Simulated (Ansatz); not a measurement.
**CH7BSeSn: ladder of methods at one geometry**

How do the methods compare on CH7BSeSn, in result and in cost? A script is to give a ladder of methods at one geometry; the system is CH7BSeSn. SMILES: C[Se][BH][SnH3].

All numbers are computed with the Python package of Ansatz 0.2.0. The levels of theory stand in the script.

## (1) The system

Bond lengths: C1–Se2 1.926 Å, Se2–B3 2.017 Å, B3–Sn4 2.121 Å, C1–H5 1.161 Å, C1–H6 1.162 Å, C1–H7 1.081 Å, B3–H8 1.234 Å, Sn4–H9 1.831 Å, Sn4–H10 1.749 Å, Sn4–H11 1.732 Å. Angles (14 of 16 angles, heavy atoms first): C1–Se2–B3 90.8°, Se2–B3–Sn4 121.9°, Se2–C1–H5 109.7°, Se2–C1–H6 109.0°, Se2–C1–H7 114.0°, Se2–B3–H8 116.9°, Sn4–B3–H8 121.1°, B3–Sn4–H9 108.4°, B3–Sn4–H10 110.7°, B3–Sn4–H11 112.9°, H5–C1–H6 104.0°, H5–C1–H7 110.4°, H6–C1–H7 109.2°, H9–Sn4–H10 106.3°.

The script holds or builds the structure itself.

## (2) Script

ch7bsesn_methods.py reads:

```python
from pathlib import Path
import warnings

import ansatz as az
import numpy as np

warnings.simplefilter('ignore', az.DeckWarning)

ch7bsesn = (
    az.Crystal.molecule()
    .atom('C', (0.9878, 1.8465, 0.2011))
    .atom('Se', (0.481, 0.7775, 1.7209))
    .atom('B', (0.4916, -0.8909, 0.5873))
    .atom('Sn', (-1.2274, -1.5319, -0.4773))
    .atom('H', (0.1601, 1.7878, -0.611))
    .atom('H', (0.9981, 2.9666, 0.5118))
    .atom('H', (1.9491, 1.5857, -0.22))
    .atom('H', (1.5653, -1.4899, 0.484))
    .atom('H', (-2.5718, -1.8381, 0.7273))
    .atom('H', (-1.8013, -0.2703, -1.5445))
    .atom('H', (-0.9672, -2.9999, -1.3589))
)

model = ch7bsesn.calculation().basis(gaussian='def2-SVP')

print('functional    E (Ha)        dipole (D)   HOMO (eV)  LUMO (eV)')
for name in ['pbe0', 'hf', 'r2scan', 'pbe']:
    rep = model.functional(name).forces().orbitals().run(threads=1, runs_dir='runs').report
    lines = Path(rep['orbitals_path']).read_text().splitlines()
    field_of = lambda key: [line.split('=')[1].strip() for line in lines if line.startswith(key)]
    orbitals = [(27.211386 * float(e), s, float(n)) for e, s, n in zip(field_of('Ene='), field_of('Spin='), field_of('Occup='))]
    homo = max(e for e, _, n in orbitals if n > 0.5)
    lumo = min(e for e, _, n in orbitals if n < 0.5)
    dipole = 4.803205 * np.linalg.norm(rep['charge_distribution']['dipole_moment_e_ang'])
    print(f'{name:10s} {rep["free_energy_ev"] / 27.211386246:14.6f} {dipole:9.3f} {homo:11.3f} {lumo:10.3f}')
```

## (3) The input behind the calls

The engine receives this input (first run):

```yaml
crystal:
  periodic: [false, false, false]
  atoms:
    - { symbol: C, position_ang: [0.9878, 1.8465, 0.2011] }
    - { symbol: Se, position_ang: [0.481, 0.7775, 1.7209] }
    - { symbol: B, position_ang: [0.4916, -0.8909, 0.5873] }
    - { symbol: Sn, position_ang: [-1.2274, -1.5319, -0.4773] }
    - { symbol: H, position_ang: [0.1601, 1.7878, -0.611] }
    - { symbol: H, position_ang: [0.9981, 2.9666, 0.5118] }
    - { symbol: H, position_ang: [1.9491, 1.5857, -0.22] }
    - { symbol: H, position_ang: [1.5653, -1.4899, 0.484] }
    - { symbol: H, position_ang: [-2.5718, -1.8381, 0.7273] }
    - { symbol: H, position_ang: [-1.8013, -0.2703, -1.5445] }
    - { symbol: H, position_ang: [-0.9672, -2.9999, -1.3589] }
basis:
  gaussian:
    orbitals: def2-SVP
hamiltonian:
  xc: pbe0
output:
  orbitals: {}
  forces: true
```

## (4) Launch

Started as:

```console
$ python ch7bsesn_methods.py
```

Output:

```text
functional    E (Ha)        dipole (D)   HOMO (eV)  LUMO (eV)
pbe0         -2682.233029     1.580      -6.052     -2.919
hf           -2679.398543     1.773      -8.605      0.621
r2scan       -2682.627377     1.595      -5.171     -3.571
pbe          -2682.124027     1.508      -4.897     -3.798
```

It took 28 s on 1 thread of Arm Neoverse V2, shared host; peak memory 0.37 GiB.

## (5) What changed from run to run

The engine's inputs for the other runs:

Run 2, against run 1:

```diff
@@ -19 +19 @@
-  xc: pbe0
+  xc: hf
```

Run 3, against run 1:

```diff
@@ -19 +19 @@
-  xc: pbe0
+  xc: r2scan
```

Run 4, against run 1:

```diff
@@ -19 +19 @@
-  xc: pbe0
+  xc: pbe
```

Lines on the test bed's own set-up are left out of the output.

## (6) Run by run

The 4 runs, in the order started:

```csv
run,functional,energy (eV),SCF cycles,CPU time (s)
1,pbe0,-72987.2790,18,7.8
2,hf,-72910.1486,26,4.6
3,r2scan,-72998.0097,18,9.8
4,pbe,-72984.3129,22,5.3
```

Totals under unlike functionals or potentials can't be compared directly.

The fields below are those of run 1.

## (7) The molecule's orbitals and density

The fields below are evaluated on a grid from the run's orbitals.

Frontier orbitals at PBE0/def2-SVP, with the share of their density that lies nearest to each atom:

```csv
orbital,energy (eV),lies on
HOMO,-6.05,Se2 75 %
LUMO,-2.92,B3 61 %; H8 11 %
```

ELF in a plane through or near 4 of the atoms.

Values, 10 rows by 14 columns:
```
0.00 0.00 0.00 0.00 0.00 0.00 0.00 0.00 0.00 0.00 0.00 0.00 0.00 0.00
0.00 0.00 0.00 0.00 0.00 0.00 0.00 0.00 0.01 0.01 0.00 0.00 0.00 0.00
0.00 0.00 0.00 0.00 0.00 0.02 0.00 0.09 0.90 0.71 0.08 0.00 0.00 0.00
0.00 0.00 0.43 0.81 0.15 0.78 0.06 0.07 0.88 0.65 0.29 0.07 0.00 0.00
0.00 0.01 0.97 1.00 0.76 0.79 0.06 0.05 0.25 0.60 0.22 0.25 0.02 0.00
0.00 0.00 0.29 0.60 0.48 0.76 0.39 0.57 0.59 0.63 0.23 0.32 0.05 0.00
0.00 0.00 0.00 0.02 0.11 0.39 0.63 0.31 0.49 0.48 0.21 0.13 0.02 0.00
0.00 0.00 0.00 0.00 0.10 0.13 0.29 0.98 0.87 0.04 0.01 0.00 0.00 0.00
0.00 0.00 0.00 0.00 0.00 0.00 0.04 0.63 0.51 0.00 0.00 0.00 0.00 0.00
0.00 0.00 0.00 0.00 0.00 0.00 0.00 0.00 0.00 0.00 0.00 0.00 0.00 0.00
```
The map spans 11.7 Å across and 9.5 Å up, centred on the molecule. Atoms in the plane (x, y in Å): C1 (-2.1, 0.2), B3 (0.4, -1.1), Sn4 (2.0, 0.3), H6 (-3.1, 0.7).

## (8) Summary of results

| quantity | value |
| --- | --- |
| runs compared | 4 |
| HOMO-LUMO gap of the mean field (PBE0/def2-SVP) | 3.13 eV |

All 4 runs converged, in 18 to 26 cycles. What to keep in mind:
- The geometry is a force-field or estimated start, not a minimum of this method, and the basis set is short of its limit. A lower total doesn't mark the better method: functionals have no common bound, and MP2 and coupled cluster aren't variational.
- def2 sets replace the cores of elements past krypton by effective core potentials.
- Levels such as HOMO and LUMO are orbital energies: with these approximate functionals they aren't the ionisation energy and electron affinity, and their gap isn't the fundamental gap.
